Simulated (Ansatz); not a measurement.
**CH₃BOSi: one structure at several levels**

An exercise on one series of results from a longer session: the logs are not shown, and one member is left open.

Method: single points in def2-TZVPP; program: Ansatz 0.2.0, Gaussian basis.

Cores are frozen in the correlated methods.

### Where the work starts

SMILES `BO[Si]#C`, 7 atoms, charge 0, spin multiplicity 1.

Atoms are counted from 1 here; the program's logs count them from 0.

Bond lengths: B1–O2 1.257 Å, B1–H5 1.222 Å, B1–H6 1.011 Å, O2–Si3 1.603 Å, Si3–C4 1.738 Å, C4–H7 1.131 Å. Angles: O2–B1–H5 113.5°, O2–B1–H6 132.9°, H5–B1–H6 113.0°, B1–O2–Si3 169.0°, O2–Si3–C4 166.2°, Si3–C4–H7 109.1°.

Coordinates:

```xyz
7
CH3BOSi
B    -1.03080    1.34930    0.60600
O    -0.20720    0.46060    0.27140
Si    0.67690   -0.68670   -0.41480
C     1.26470   -2.07130   -1.28520
H    -2.12670    1.22240    0.07990
H    -1.01000    2.07830    1.30670
H     2.32400   -2.29330   -0.95550
```

Set-up of the first run:

run/in.yaml

```yaml
crystal:
  periodic: [false, false, false]
  atoms:
    - {symbol: B, position_ang: [-1.030800, 1.349300, 0.606000]}
    - {symbol: O, position_ang: [-0.207200, 0.460600, 0.271400]}
    - {symbol: Si, position_ang: [0.676900, -0.686700, -0.414800]}
    - {symbol: C, position_ang: [1.264700, -2.071300, -1.285200]}
    - {symbol: H, position_ang: [-2.126700, 1.222400, 0.079900]}
    - {symbol: H, position_ang: [-1.010000, 2.078300, 1.306700]}
    - {symbol: H, position_ang: [2.324000, -2.293300, -0.955500]}
basis:
  gaussian: {orbitals: def2-TZVPP}
correlation: {method: ccsd_t}
output: {forces: true}
```

No record of the launch command was kept for these runs.

Steps of the session up to this table: CCSD(T)/def2-TZVPP; PBE0-D4/def2-TZVPP; wB97M-V/def2-TZVPP; r2SCAN-D4/def2-TZVPP; PBE-D4/def2-TZVPP; LC-wPBE/def2-TZVPP; SPW92/def2-TZVPP.

One table of the session follows, with a row left open; its other results are not shown here.

| method | RMS force component (eV/Å) | angle to CCSD(T) forces (°) | dipole (D) |
| --- | --- | --- | --- |
| CCSD(T) | 2.619 | reference | 2.31 |
| PBE0-D4 | 2.592 | 4.7 | 2.75 |
| wB97M-V | 2.598 | 5.1 | 2.93 |
| r2SCAN-D4 | 2.574 | 3.6 | 2.67 |
| PBE-D4 | 2.545 | 4.0 | 2.45 |
| LC-wPBE | ? | ? | ? |
| SPW92 | 2.533 | 7.5 | 2.45 |

Estimate the missing values for LC-wPBE.

**Answer.** RMS force component (eV/Å): 2.711; angle to CCSD(T) forces (°): 8.6; dipole (D): 3.21. In the column «RMS force component (eV/Å)» it is the highest.
